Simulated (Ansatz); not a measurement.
PtSe: relaxation of cell and atoms with PBE+U

Crystal: PtSe.

```
CELL_PARAMETERS angstrom
0.00000 2.79841 2.79841
2.79841 0.00000 2.79841
2.79841 2.79841 0.00000
ATOMIC_POSITIONS crystal
Pt 0.50000 0.50000 0.50000
Se 0.00000 0.00000 0.00000
```

The cell comes from a database or a generator and needn't be the stable form of this composition.

```json
{"Program": "Ansatz 0.2.0", "Task": "relaxation of cell and atoms", "Functional": "PBE", "Potentials or basis": "Ansatz PAW", "Cutoff": "420 eV (not typed: the program's choice for these potentials)", "k mesh": "8 × 8 × 8", "Occupations": "fermi-dirac, width 0.05 eV", "Spin": "no spin polarisation", "Hubbard terms": "Pt d U = 1 eV", "Hubbard projectors": "ortho-atomic (the default)", "Double counting": "fll (the default)"}
```

| Item | Value |
| --- | --- |
| Relaxed volume | 18.48 Å³/atom |
| Relaxed cell | a = 3.739 Å, b = 3.739 Å, c = 3.739 Å, α = 60.00°, β = 60.00°, γ = 60.00° |
| Space group after relaxing (to 0.05 Å) | Fm-3m (No. 225) |
| Energy gained by relaxing | 183.9 meV/atom |
| Ionic steps | 6 |
| Pressure after relaxing | 0.0 GPa |
| Band gap on the k mesh | none (metal or under the smearing width) |

The path:
```csv
step,energy change (eV),largest force (eV/Å),volume (Å³)
1,0.0000,0.0000,43.83
2,-0.3633,0.0000,37.73
3,-0.3685,0.0000,36.62
4,-0.3697,0.0000,36.97
5,-0.3697,0.0000,36.96
6,-0.3679,0.0000,36.96
```

Final structure:
```
Pt Se
1.0
     0.00000    2.64383    2.64383
     2.64383    0.00000    2.64383
     2.64383    2.64383    0.00000
Pt Se
1 1
Direct
  0.50000 0.50000 0.50000
  0.00000 0.00000 0.00000
```

Levels at points of the mesh, in eV from the Fermi level:
```csv
k point,band 15,band 16,band 17,band 18,band 19,band 20
"(0.00, 0.00, 0.00)",-3.29,-1.44,-1.44,-1.44,1.37,9.85
"(0.00, 0.00, -0.50)",-2.48,-1.95,2.84,2.84,3.33,6.29
"(0.00, -0.50, -0.50)",-2.80,-2.16,-2.16,-1.32,0.11,8.54
```

Eigenvalues of the final occupation matrices:
```
  site  spin  trace               eigenvalues
site 1     1   4.50  0.77 0.77 0.98 0.98 0.98
```

It took 6.2 s on 2 threads of Intel(R) Xeon(R) Platinum 8488C (Sapphire Rapids) (shared host), peak memory 0.42 GiB.

Caveat: the volume moved by over 15 % at a fixed basis, so the end points are rough; the plane-wave basis is chosen anew once the cell has moved, so the energies of steps on either side of that aren't comparable; U without spin polarisation on a metal has little footing. Spin-orbit coupling is left out, which matters for the levels of Pt.
